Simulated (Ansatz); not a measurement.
# YCl2: the cost of one run

Method: reference: DFT PBE, plane waves, PAW, scalar-relativistic, no spin polarisation, in Ansatz 0.2.0.

1 further run of the same task is left out (it didn't finish).

### Step 1. The structure to begin with

It takes space group Pnnm (No. 58, orthorhombic). The conventional cell has a = 6.301 Å, b = 6.493 Å, c = 4.241 Å, α = 90.00°, β = 90.00°, γ = 90.00°. Around Y (site symmetry 2/m) lie 6 Cl at 2.73 to 2.79 Å. Cl (site symmetry m) is surrounded by 3 Y at 2.73 to 2.79 Å.

As a file:

```cif
data_structure
_symmetry_space_group_name_H-M 'Pnnm'
_symmetry_Int_Tables_number 58
_cell_length_a 6.3007
_cell_length_b 6.4926
_cell_length_c 4.2409
_cell_angle_alpha 90.000
_cell_angle_beta 90.000
_cell_angle_gamma 90.000
_cell_volume 173.49
loop_
_atom_site_label
_atom_site_type_symbol
_atom_site_symmetry_multiplicity
_atom_site_Wyckoff_symbol
_atom_site_fract_x
_atom_site_fract_y
_atom_site_fract_z
_atom_site_occupancy
Y1 Y 2 a 0.00000 0.00000 0.00000 1
Cl1 Cl 4 g 0.27500 0.32500 0.00000 1
```

### Step 2. Reference

Contents of input.yaml:

```yaml
crystal:
  lattice:
    - [6.300741, 0.0, 0.0]
    - [0.0, 6.492591, 0.0]
    - [0.0, 0.0, 4.240884]
  atoms:
    - { symbol: "Y", position: [0.0, 0.0, 0.0] }
    - { symbol: "Y", position: [0.5, 0.5, 0.5] }
    - { symbol: Cl, position: [0.275, 0.325, 0.0] }
    - { symbol: Cl, position: [0.725, 0.675, 0.0] }
    - { symbol: Cl, position: [0.775, 0.175, 0.5] }
    - { symbol: Cl, position: [0.225, 0.825, 0.5] }
  symmetry: { tolerance: 0.0003 }
kpoints:
  mp_grid: { grid: [3, 3, 4], shift: [0, 0, 0] }
magnetization:
  spin_polarized: false
scf:
  occupations: { method: fermi_dirac }
hamiltonian:
  pseudopotentials: { kind: paw }
  xc: pbe
basis:
  ecutwfc: 420
output:
  forces: true
  stress: true
  eigenvalues: true
```

Command:

```
ansatz run input.yaml --threads 1 --pin off --max-ram 2560MiB --backend cpu --events-out ev --progress --plain --runs-dir out
```

Q: Estimate wall time and peak memory on 1 thread of Arm Neoverse V2, shared host.

About 4.1 s, with a peak of 0.38 GiB.
